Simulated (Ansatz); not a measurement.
# Ir: a tetragonal deformation path

One table from this session's results is given with a row withheld; the runs are named, their logs left out.

Computed with Ansatz 0.2.0 (DFT r2SCAN, scalar-relativistic, plane waves, PAW, unless a step's input says otherwise).

## The system as given

It takes space group Fm-3m (No. 225, cubic). The conventional cell has a = 3.839 Å, b = 3.839 Å, c = 3.839 Å, α = 90.00°, β = 90.00°, γ = 90.00°. Ir (site symmetry m-3m) is surrounded by 12 Ir at 2.71 Å.

Coordinates:

```cif
data_structure
_symmetry_space_group_name_H-M 'Fm-3m'
_symmetry_Int_Tables_number 225
_cell_length_a 3.8394
_cell_length_b 3.8394
_cell_length_c 3.8394
_cell_angle_alpha 90.000
_cell_angle_beta 90.000
_cell_angle_gamma 90.000
_cell_volume 56.60
loop_
_atom_site_label
_atom_site_type_symbol
_atom_site_symmetry_multiplicity
_atom_site_Wyckoff_symbol
_atom_site_fract_x
_atom_site_fract_y
_atom_site_fract_z
_atom_site_occupancy
Ir1 Ir 4 a 0.00000 0.00000 0.00000 1
```

No relaxation comes first: the listed cell is the starting point.

## Zero of energy

The reference gives a free energy of -11948.7278 eV, pressure 1.51 GPa, largest force 0.000 eV/Å and gap on the mesh none (metal). It was computed beforehand with the settings of the runs below.

The first run:

At fixed volume and fractional coordinates, lengths along (0.000, 0.000, 1.000) are scaled against those across it; ρ is that ratio over its starting value.

Input file input.yaml:

```yaml
crystal:
  lattice:
    - [0.0, 2.154898871, 1.5235135018]
    - [2.154898871, 0.0, 1.5235135018]
    - [2.154898871, 2.154898871, 0.0]
  atoms:
    - { symbol: Ir, position: [0.0, 0.0, 0.0] }
basis:
  ecutwfc: 500
kpoints:
  mp_grid: { grid: [24, 24, 24] }
hamiltonian:
  xc: r2scan
scf:
  occupations: { method: gaussian, width: 0.15 }
output:
  forces: true
  stress: true
  eigenvalues: true
```

Command:

```
ansatz run input.yaml --threads 1 --pin off --max-ram 2560MiB --backend cpu --events-out ev --progress --plain --runs-dir out
```

Steps of the session up to this table: At ρ = 0.707; At ρ = 1.414; Point ρ = 0.850; At ρ = 1.200; ρ = 0.780; Point ρ = 1.300; ρ = 0.920; ρ = 1.100; ρ = 0.650; ρ = 1.500; ρ = 0.960; ρ = 1.050.

One of the session's tables, all rows but one given; the rest of the session is left out.

It belongs to the step «The scan collected». The scan, with free energies counted from the undisturbed cell:

```
    ρ  ΔE (meV/atom)  pressure (GPa)
0.650          580.8            12.6
0.707          711.3            14.5
0.780          529.0            11.2
0.850          264.6             6.4
0.920           76.2             3.0
0.960           18.9             1.9
1.000            0.0             1.5
1.050           28.0             2.1
1.100          106.9             3.9
1.200              ?               ?
1.300          720.7            20.5
1.414         1172.5            35.5
1.500         1546.0            49.4
```

Estimate the missing values for ρ = 1.200.

Worked estimate for «ΔE (meV/atom)». A straight line through the neighbours (1.100, 106.9) and (1.300, 720.7) gives 106.9 + (720.7 − 106.9) × (1.200 − 1.100) / (1.300 − 1.100) = 413.8; a parabola fitted to 4 rows on both sides gives 381.8.

The run gave: ΔE (meV/atom): 374.3; pressure (GPa): 10.4. In «ΔE (meV/atom)» the line misses by +39.5 and the parabola by +7.5.
